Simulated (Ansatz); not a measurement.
# P: an axial (c/a) deformation path

The task, for P: look for other minima along an axial (c/a) path.

Program: Ansatz 0.2.0. Level of theory: DFT PBEsol, scalar-relativistic, plane waves, PAW. These are calculated values, not measurements.

**1. The system as given**

The structure is trigonal, space group R-3m (No. 166). Conventional cell: a = 3.451 Å, b = 3.451 Å, c = 9.389 Å, α = 90.00°, β = 90.00°, γ = 120.00°. Around P (site symmetry 3m) lie 3 P at 2.29 Å.

Coordinates:

```xyz
2
Lattice="1.7257 0.9963 3.1297 -1.7257 0.9963 3.1297 0.0000 -1.9927 3.1297" Properties=species:S:1:pos:R:3 pbc="T T T"
P     0.0000    0.0000    2.1321
P     0.0000    0.0000    7.2570
```

It goes back to an entry of the Materials Project, which need not be the stable form.

The cell is taken as given, not relaxed at this level.

**2. Next: an axial (c/a) deformation path**

At fixed volume and fractional coordinates, lengths along (0.000, 0.000, 1.000) are scaled against those across it; ρ is that ratio over its starting value.

**3. At ρ = 0.850**

input.yaml reads:

```yaml
crystal:
  lattice:
    - [1.8217914528, 1.0518117857, 2.8083154336]
    - [-1.8217914528, 1.0518117857, 2.8083154336]
    - [0.0, -2.1036235713, 2.8083154336]
  atoms:
    - { symbol: P, position: [0.22708025, 0.22708025, 0.22708025] }
    - { symbol: P, position: [0.77291975, 0.77291975, 0.77291975] }
basis:
  ecutwfc: 420
kpoints:
  mp_grid: { grid: [18, 18, 18] }
hamiltonian:
  xc: pbesol
scf:
  occupations: { method: gaussian, width: 0.15 }
output:
  forces: true
  stress: true
  eigenvalues: true
```

**4. ρ = 1.200**

input.yaml: that of step 3 with these lines changed.

```diff
@@ -2,5 +2,5 @@
   lattice:
-    - [1.8217914528, 1.0518117857, 2.8083154336]
-    - [-1.8217914528, 1.0518117857, 2.8083154336]
-    - [0.0, -2.1036235713, 2.8083154336]
+    - [1.6239695684, 0.9375992675, 3.5341699803]
+    - [-1.6239695684, 0.9375992675, 3.5341699803]
+    - [0.0, -1.875198535, 3.5341699803]
   atoms:
```

**5. Point ρ = 0.920**

input.yaml: that of step 4 with these lines changed.

```diff
@@ -2,5 +2,5 @@
   lattice:
-    - [1.6239695684, 0.9375992675, 3.5341699803]
-    - [-1.6239695684, 0.9375992675, 3.5341699803]
-    - [0.0, -1.875198535, 3.5341699803]
+    - [1.7743625379, 1.0244286889, 2.960455162]
+    - [-1.7743625379, 1.0244286889, 2.960455162]
+    - [0.0, -2.0488573777, 2.9604551621]
   atoms:
```

**6. ρ = 1.100**

input.yaml: that of step 5 with these lines changed.

```diff
@@ -2,5 +2,5 @@
   lattice:
-    - [1.7743625379, 1.0244286889, 2.960455162]
-    - [-1.7743625379, 1.0244286889, 2.960455162]
-    - [0.0, -2.0488573777, 2.9604551621]
+    - [1.6717605543, 0.9651914061, 3.3349940213]
+    - [-1.6717605543, 0.9651914061, 3.3349940213]
+    - [0.0, -1.9303828121, 3.3349940213]
   atoms:
```

**7. At ρ = 0.960**

input.yaml: that of step 6 with these lines changed.

```diff
@@ -2,5 +2,5 @@
   lattice:
-    - [1.6717605543, 0.9651914061, 3.3349940213]
-    - [-1.6717605543, 0.9651914061, 3.3349940213]
-    - [0.0, -1.9303828121, 3.3349940213]
+    - [1.7493681869, 1.0099981936, 3.0456553624]
+    - [-1.7493681869, 1.0099981936, 3.0456553624]
+    - [0.0, -2.0199963872, 3.0456553624]
   atoms:
```

**8. ρ = 1.050**

input.yaml: that of step 7 with these lines changed.

```diff
@@ -2,5 +2,5 @@
   lattice:
-    - [1.7493681869, 1.0099981936, 3.0456553624]
-    - [-1.7493681869, 1.0099981936, 3.0456553624]
-    - [0.0, -2.0199963872, 3.0456553624]
+    - [1.6978860328, 0.9802749581, 3.2331520973]
+    - [-1.6978860328, 0.9802749581, 3.2331520973]
+    - [0.0, -1.9605499161, 3.2331520973]
   atoms:
```

(Steps that only read results are left out.)

Before running it: what results should come out? Wanted: highest point.

The runs gave:

| quantity | value |
| --- | --- |
| highest point | 66.7 meV/atom at ρ = 1.200 |

**Reading.** The undisturbed cell stays the lowest of the sampled points. No further minimum shows among the sampled points.
